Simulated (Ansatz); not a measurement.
**CH4Cl3HfN: a ladder of functionals and wavefunction methods**

An exercise on one series of results from a longer session: the logs are not shown, and one member is left open.

Method: functionals in def2-TZVPP, the program's frozen cores in correlated methods; program: Ansatz 0.2.0, Gaussian basis.

The runs, in order: LDA (SPW92), PBE-D4, revPBE-D4, BLYP-D4, r2SCAN-D4, B97M-V, PBE0-D4, B3LYP-D4, r2SCANh-D4, r2SCAN0-D4, HSE06-D4, BHLYP-D4, CAM-B3LYP-D4, LC-ωPBE, ωB97X-V, ωB97M-V, B2PLYP, PBE-QIDH; CCSD(T)/def2-SVP; MP2/def2-TZVPP; MP2/def2-QZVPP; RPA on PBE.

## The relaxed structure

The geometry comes from an earlier relaxation with PBE0-D4 in a triple-zeta def2 set; it is a stationary point, not always the lowest conformer. Hf takes the def2 core potential; no spin-orbit term is included.

SMILES `C[NH][Hf]([Cl])([Cl])[Cl]`, 10 atoms, charge 0, spin multiplicity 1.

Atoms are counted from 1 here; the program's logs count them from 0.

Bond lengths: C1–N2 1.452 Å, C1–H7 1.094 Å, C1–H8 1.094 Å, C1–H9 1.095 Å, N2–Hf3 1.987 Å, N2–H10 1.012 Å, Hf3–Cl4 2.345 Å, Hf3–Cl5 2.338 Å, Hf3–Cl6 2.346 Å. Angles: N2–C1–H7 111.7°, N2–C1–H8 110.2°, N2–C1–H9 111.7°, H7–C1–H8 107.1°, H7–C1–H9 108.7°, H8–C1–H9 107.1°, C1–N2–Hf3 125.5°, C1–N2–H10 112.3°, Hf3–N2–H10 122.2°, N2–Hf3–Cl4 107.1°, N2–Hf3–Cl5 106.6°, N2–Hf3–Cl6 107.1°, Cl4–Hf3–Cl5 113.5°, Cl4–Hf3–Cl6 108.7°, Cl5–Hf3–Cl6 113.5°.

Set-up of the first run:

in.yaml reads:

```yaml
crystal:
  periodic: [false, false, false]
  atoms:
    - {symbol: C, position_ang: [0.279250, -1.215122, 0.913818]}
    - {symbol: N, position_ang: [0.659298, -0.294639, -0.143213]}
    - {symbol: Hf, position_ang: [-0.445020, 1.215627, -0.812167]}
    - {symbol: Cl, position_ang: [-2.474048, 0.307167, -1.559837]}
    - {symbol: Cl, position_ang: [0.792253, 2.249906, -2.504888]}
    - {symbol: Cl, position_ang: [-0.876950, 2.617165, 1.018330]}
    - {symbol: H, position_ang: [0.229200, -2.247379, 0.553483]}
    - {symbol: H, position_ang: [-0.712384, -0.959761, 1.298303]}
    - {symbol: H, position_ang: [0.973688, -1.170842, 1.758690]}
    - {symbol: H, position_ang: [1.574703, -0.502131, -0.522509]}
basis:
  gaussian: {orbitals: def2-TZVPP}
hamiltonian: {xc: lda}
output: {orbitals: {seedname: orbitals}}
```

The run is started by

```bash
ansatz run in.yaml --threads 4 --pin off --events-out ev --progress --plain --max-ram 11315MiB
```

Steps of the session up to this table: LDA; PBE-D4 (GGA); revPBE-D4 (GGA); BLYP-D4 (GGA); r2SCAN-D4 (meta-GGA); B97M-V (meta-GGA); B3LYP-D4 (hybrid); r2SCANh-D4 (hybrid); r2SCAN0-D4 (hybrid); HSE06-D4 (hybrid); BHLYP-D4 (hybrid); CAM-B3LYP-D4 (range-separated); LC-ωPBE (range-separated); ωB97X-V (range-separated); ωB97M-V (range-separated); B2PLYP (double hybrid); PBE-QIDH (double hybrid).

One table of the session follows, with a row left open; its other results are not shown here.

It belongs to the step «Orbital energies across the functionals». 

| functional | HOMO (eV) | LUMO (eV) | gap (eV) |
| --- | --- | --- | --- |
| LDA (SPW92) | -6.53 | -2.67 | 3.86 |
| PBE-D4 | -6.37 | -2.41 | 3.97 |
| revPBE-D4 | -6.31 | -2.31 | 4.00 |
| BLYP-D4 | -6.23 | -2.26 | 3.98 |
| r2SCAN-D4 | -6.66 | -2.22 | 4.44 |
| B97M-V | -6.71 | -2.17 | 4.55 |
| PBE0-D4 | -7.70 | -1.55 | 6.15 |
| B3LYP-D4 | -7.46 | -1.75 | 5.71 |
| r2SCANh-D4 | -7.15 | -1.90 | 5.25 |
| r2SCAN0-D4 | -7.89 | -1.42 | 6.47 |
| HSE06-D4 | -7.30 | -1.93 | 5.37 |
| BHLYP-D4 | -8.92 | -0.52 | 8.41 |
| CAM-B3LYP-D4 | -9.07 | -0.42 | 8.65 |
| LC-ωPBE | -10.46 | 0.74 | 11.20 |
| ωB97X-V | -10.09 | 0.65 | 10.74 |
| ωB97M-V | ? | ? | ? |

**Question.** Estimate the row for ωB97M-V.

The run gave: HOMO (eV): -9.97; LUMO (eV): 0.55; gap (eV): 10.52. In the column «HOMO (eV)» it lies between ωB97X-V (-10.09) and CAM-B3LYP-D4 (-9.07).
